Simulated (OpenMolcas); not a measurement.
# Au⁵⁺ among point charges: CASSCF and CASPT2 levels and susceptibility

How does a field of 4 point charges split the states of Au⁵⁺, and what χT follows?

The numbers are computed with OpenMolcas 26.06 (state-averaged CASSCF and CASPT2, spin-orbit coupling by RASSI with atomic mean-field integrals), except any that are marked as measured or tabulated.

## Step 1: The atom as given

* Species: Au⁵⁺ (gold, Z = 79, 74 electrons)
* Basis: ANO-RCC-VTZP [8s7p5d3f1g], 84 functions
* Scalar Hamiltonian: DKH2, point nucleus
* Inactive shells: 1s 2s 2p 3s 3p 3d 4s 4p 4d 4f 5s 5p
* Active space: 6 electrons in 5 orbitals (5d)
* Some configurations of this space: 5d6
* Orbitals: optimised for each spin and parity, averaged over all roots

The outer shells:

5d6
```
5d [↑↓][↑ ][↑ ][↑ ][↑ ]
```

The ion sits among 4 point charges of -1.5 e arranged as a tetrahedron (Td), 1.82 Å from the ion.

The work runs as a chain of OpenMolcas steps in one folder; each step below is one input file. Labels, J, g values, rates, χT and fits are worked out afterwards by a script from the matrices that RASSI stores.

## Step 2: Basis and integrals

a.inp

```
&GATEWAY
Coord
1

Au 0.0 0.0 0.0
Basis=ANO-RCC-VTZP
Group=NoSym
NoMove
AngMom=0.0 0.0 0.0
AMFI
XField
4 Angstrom 0
1.050777 1.050777 1.050777 -1.500000
1.050777 -1.050777 -1.050777 -1.500000
-1.050777 1.050777 -1.050777 -1.500000
-1.050777 -1.050777 1.050777 -1.500000
&SEWARD
```

Command:

```sh
$ OMP_NUM_THREADS=1 MOLCAS_MEM=1689 MOLCAS_PROJECT=a pymolcas a.inp > a.log
```

## Step 3: Reference wave functions, quintets, 5 roots

a.inp

```
&RASSCF
FileOrb=start.orb
Symmetry=1
Spin=5
nActEl=6 0 0
Inactive=34
Ras2=5
CIRoot=5 5 1
SDav=5
CIMx=300
Iter=120 100
PrWF=0.3
OrbListing=Nothing
MaxOrb=0
>>> COPY $Project.JobIph JOB001
```

start.orb holds the contracted functions of the basis, ordered by shell, or the orbitals of the step before.

## Step 4: CASSCF: triplets, 45 roots

a.inp

```
&RASSCF
FileOrb=start.orb
Symmetry=1
Spin=3
nActEl=6 0 0
Inactive=34
Ras2=5
CIRoot=45 45 1
SDav=45
CIMx=300
Iter=120 100
PrWF=0.3
OrbListing=Nothing
MaxOrb=0
>>> COPY $Project.JobIph JOB002
```

## Step 5: Reference wave functions, singlets, 50 roots

a.inp

```
&RASSCF
FileOrb=start.orb
Symmetry=1
Spin=1
nActEl=6 0 0
Inactive=34
Ras2=5
CIRoot=50 50 1
SDav=50
CIMx=300
Iter=120 100
PrWF=0.3
OrbListing=Nothing
MaxOrb=0
>>> COPY $Project.JobIph JOB003
```

## Step 6: RASSI: spin-orbit coupling between the states

a.inp

```
&RASSI
NrOfJobIphs=3 5 45 50
1 2 3 4 5
1 2 3 4 5 6 7 8 9 10 11 12 13 14 15 16 17 18 19 20 21 22 23 24 25 26 27
28 29 30 31 32 33 34 35 36 37 38 39 40 41 42 43 44 45
1 2 3 4 5 6 7 8 9 10 11 12 13 14 15 16 17 18 19 20 21 22 23 24 25 26 27
28 29 30 31 32 33 34 35 36 37 38 39 40 41 42 43 44 45 46 47 48 49 50
IphNames
JOB001
JOB002
JOB003
EJob
SpinOrbit
DIPRint=1.0
SOCoupling=1000.0
Subsets=2
Property=9
'ANGMOM' 1 'ANGMOM' 2 'ANGMOM' 3 'MLTPL  1' 1 'MLTPL  1' 2 'MLTPL  1' 3
'AMFI' 1 'AMFI' 2 'AMFI' 3
SOProperty=3
'ANGMOM' 1 'ANGMOM' 2 'ANGMOM' 3
```

## Step 7: CASPT2: IPEA 0.25, imaginary shift 0.1 (closed shells correlated: 4f 5s 5p)

a.inp

```
>>> COPY JOB001 $Project.JobIph
&CASPT2
Multistate=5 1 2 3 4 5
NoMult
Frozen=23
IPEA=0.25
Imaginary=0.1
MaxIter=60
WThr=0.0 0.3 0.05
PrWF=0.5
NoMix
>>> COPY JOB002 $Project.JobIph
&CASPT2
Multistate=45 1 2 3 4 5 6 7 8 9 10 11 12 13 14 15 16 17 18 19 20 21 22
23 24 25 26 27 28 29 30 31 32 33 34 35 36 37 38 39 40 41 42 43 44 45
NoMult
Frozen=23
IPEA=0.25
Imaginary=0.1
MaxIter=60
WThr=0.0 0.3 0.05
PrWF=0.5
NoMix
>>> COPY JOB003 $Project.JobIph
&CASPT2
Multistate=50 1 2 3 4 5 6 7 8 9 10 11 12 13 14 15 16 17 18 19 20 21 22
23 24 25 26 27 28 29 30 31 32 33 34 35 36 37 38 39 40 41 42 43 44 45 46
47 48 49 50
NoMult
Frozen=23
IPEA=0.25
Imaginary=0.1
MaxIter=60
WThr=0.0 0.3 0.05
PrWF=0.5
NoMix
```

(Steps that only read results are left out.)

Q: Predict the outcome of this session. Wanted: spin-free ground state; first state of the same spin within the active space; lowest level; next level.

As calculated:

| quantity | value |
| --- | --- |
| method | SS-CASPT2, IPEA 0.25, imaginary shift 0.1 (closed shells correlated: 4f 5s 5p) |
| spin-free ground state | 5E, 2-fold in its orbital part |
| first state of the same spin within the active space | 5T2 at 2880 cm⁻¹ |
| lowest level | 1-fold A1 |
| next level | 137.5 cm⁻¹ |
| χT at 300 K | 4.88 cm³ K/mol |
| effective moment at 300 K | 6.25 μB |

Cost by method:

```tsv
method	time of its own steps	time with the reference
A. CASSCF	32 s	32 s
B. SS-CASPT2, IPEA 0.25, imaginary shift 0.1, +4f 5s 5p	68 s	1.7 min
```

Times are of one thread on a shared host.

What this shows: The spin-free ground state (5E) comes to 100 % from free-ion D terms and keeps the highest spin of the shell. χT at 300 K is 4.88, against 3.01 cm³ K/mol for the spin alone, so orbital moment adds to it. An active space of the d shell alone favours high spin; real ions in strong fields can be low spin. CASPT2 does not keep the components of a term degenerate, and the means are used. An orbital doublet at a regular site is open to a Jahn-Teller distortion, which this geometry leaves out. The field of point charges can differ much from that of real complexes. This is an electrostatic model: the charges have no orbitals.
